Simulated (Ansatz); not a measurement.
# CuCH3 (singlet): wave-function methods side by side at distance Cu1–C2 = 1.534 Å, def2-SVP

One table from this session's results is given with a row withheld; the runs are named, their logs left out.

Program: Ansatz 0.2.0, Gaussian basis. Level of theory: def2-SVP, core rule «outside noble gas», up to 10 orbitals frozen. These are calculated values, not measurements.

The runs, in order: UHF; CCSD(T) on RHF; CISD; CCSDT(Q) on RHF; CASSCF and NEVPT2, 2 electrons in 2 orbitals; CASSCF and NEVPT2, 8 electrons in 8 orbitals.

17 further runs of the same task are left out: 17 that didn't finish.

## What is computed

The geometry derives from a PBE0/def2-TZVP stationary point (not a proven minimum). One bond is set to the value named and the two fragments are kept rigid.

5 atoms, charge 0, spin multiplicity 1.

Atoms are counted from 1 here; the program's logs count them from 0.

Bond lengths: Cu1–C2 1.534 Å, C2–H3 1.091 Å, C2–H4 1.091 Å, C2–H5 1.091 Å. Angles: Cu1–C2–H3 108.7°, Cu1–C2–H4 108.7°, Cu1–C2–H5 108.7°, H3–C2–H4 110.2°, H3–C2–H5 110.2°, H4–C2–H5 110.2°.

As a file:

```
Cu   -0.30697    0.00237    0.00188
C     1.22696   -0.00947   -0.00753
H     1.56952   -1.04561   -0.00454
H     1.58696    0.50896    0.88274
H     1.57590    0.50014   -0.90725
```

Set-up of the first run:

The input, in.yaml:

```yaml
crystal:
  periodic: [false, false, false]
  atoms:
    - {symbol: Cu, position_ang: [-0.306968, 0.002369, 0.001885]}
    - {symbol: C, position_ang: [1.226958, -0.009467, -0.007534]}
    - {symbol: H, position_ang: [1.569516, -1.045611, -0.004544]}
    - {symbol: H, position_ang: [1.586959, 0.508959, 0.882738]}
    - {symbol: H, position_ang: [1.575900, 0.500138, -0.907251]}
basis:
  gaussian: {orbitals: def2-SVP}
magnetization: {spin_polarized: true, initial_magnetization: 0}
hamiltonian: {xc: hf}
output: {orbitals: {seedname: orbitals}}
```

Run with:

```
ansatz run in.yaml --threads 1 --pin off --events-out ev --progress --plain --max-ram 2393MiB
```

Among the steps run: UHF; CCSD(T) on RHF; CISD; CCSDT(Q) on RHF; CASSCF and NEVPT2, 2 electrons in 2 orbitals; CASSCF and NEVPT2, 8 electrons in 8 orbitals.

One table of the session follows, with a row left open; its other results are not shown here.

```
         method  from RCCSDT(Q) (kcal/mol)
            RHF                    +305.24
           RMP2                      -4.93
           CISD                     +40.15
          RCCSD                     +12.24
       RCCSD(T)                      -0.99
         RCCSDT                      -1.05
      RCCSDT(Q)                          0
    CASSCF pair                    +291.39
    NEVPT2 pair                          ?
CASSCF frontier                    +250.51
NEVPT2 frontier                      +0.57
```

Estimate the missing values for NEVPT2 pair.

**Answer.** from RCCSDT(Q) (kcal/mol): -1.23. In the column «from RCCSDT(Q) (kcal/mol)» it lies between RMP2 (-4.93) and RCCSDT (-1.05).
